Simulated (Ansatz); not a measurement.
**Si3H8O2: small, medium and large basis sets**

How large a basis does Si3H8O2 need? Two functionals are run in growing sets.

The runs use Ansatz 0.2.0, Gaussian basis; one geometry, several basis sets.

Levels to be run: PBE0-D4/def2-SVP; ωB97M-V/def2-SVP; PBE0-D4/def2-QZVPP; ωB97M-V/def2-QZVPP; the functionals' def2-TZVPP values are taken from earlier runs.

### 1 The relaxed structure

The geometry comes from an earlier relaxation with PBE0-D4 in a triple-zeta def2 set; it is a stationary point, not always the lowest conformer.

SMILES `[SiH3]O[SiH2]O[SiH3]`, 13 atoms, charge 0, spin multiplicity 1.

Atoms are counted from 1 here; the program's logs count them from 0.

Bond lengths: Si1–O2 1.637 Å, Si1–H6 1.483 Å, Si1–H7 1.487 Å, Si1–H8 1.485 Å, O2–Si3 1.627 Å, Si3–O4 1.627 Å, Si3–H9 1.480 Å, Si3–H10 1.480 Å, O4–Si5 1.637 Å, Si5–H11 1.485 Å, Si5–H12 1.487 Å, Si5–H13 1.483 Å. Angles: O2–Si1–H6 108.3°, O2–Si1–H7 110.2°, O2–Si1–H8 109.9°, H6–Si1–H7 109.7°, H6–Si1–H8 109.6°, H7–Si1–H8 109.2°, Si1–O2–Si3 145.9°, O2–Si3–O4 110.9°, O2–Si3–H9 109.8°, O2–Si3–H10 107.2°, O4–Si3–H9 107.2°, O4–Si3–H10 109.8°, H9–Si3–H10 112.1°, Si3–O4–Si5 145.8°, O4–Si5–H11 109.9°, O4–Si5–H12 110.3°, O4–Si5–H13 108.3°, H11–Si5–H12 109.2° and more.

### 2 PBE0-D4 in def2-SVP

Contents of in.yaml:

```yaml
crystal:
  periodic: [false, false, false]
  atoms:
    - {symbol: Si, position_ang: [-1.666608, 1.586943, 0.756842]}
    - {symbol: O, position_ang: [-0.292566, 0.792014, 1.157997]}
    - {symbol: Si, position_ang: [0.467304, -0.646378, 1.202285]}
    - {symbol: O, position_ang: [0.633286, -1.260950, -0.295358]}
    - {symbol: Si, position_ang: [1.269831, -1.039013, -1.787507]}
    - {symbol: H, position_ang: [-1.673212, 2.889511, 1.464784]}
    - {symbol: H, position_ang: [-2.856808, 0.792617, 1.159784]}
    - {symbol: H, position_ang: [-1.706876, 1.815900, -0.710110]}
    - {symbol: H, position_ang: [-0.335135, -1.613284, 1.985217]}
    - {symbol: H, position_ang: [1.801877, -0.417613, 1.800869]}
    - {symbol: H, position_ang: [0.436130, -0.077921, -2.553835]}
    - {symbol: H, position_ang: [2.654574, -0.508608, -1.682517]}
    - {symbol: H, position_ang: [1.288603, -2.347816, -2.483649]}
basis:
  gaussian: {orbitals: def2-SVP}
hamiltonian: {xc: pbe0, dispersion: d4}
output: {orbitals: {seedname: orbitals}}
```

Started as:

```
> ansatz run in.yaml --threads 4 --pin off --events-out ev --progress --plain --max-ram 10444MiB
```

After this run come: ωB97M-V in def2-SVP; PBE0-D4 in def2-QZVPP; ωB97M-V in def2-QZVPP.

Q: Predict the results of all the runs planned. Wanted: PBE0-D4: double and triple zeta above quadruple; ωB97M-V: double and triple zeta above quadruple.

The runs gave:

| quantity | value |
| --- | --- |
| PBE0-D4: double and triple zeta above quadruple | 15.07, 1.10 eV |
| ωB97M-V: double and triple zeta above quadruple | 15.16, 1.01 eV |

PBE0-D4 gains 13.97 eV from double to triple zeta, then 1.10 eV more. These are total energies; as a rule much of such shifts cancels in differences, which this series doesn't test. The LUMO of ωB97M-V is positive and keeps falling with the basis (2.31 to 1.27 eV): an unbound level that the basis holds in place.
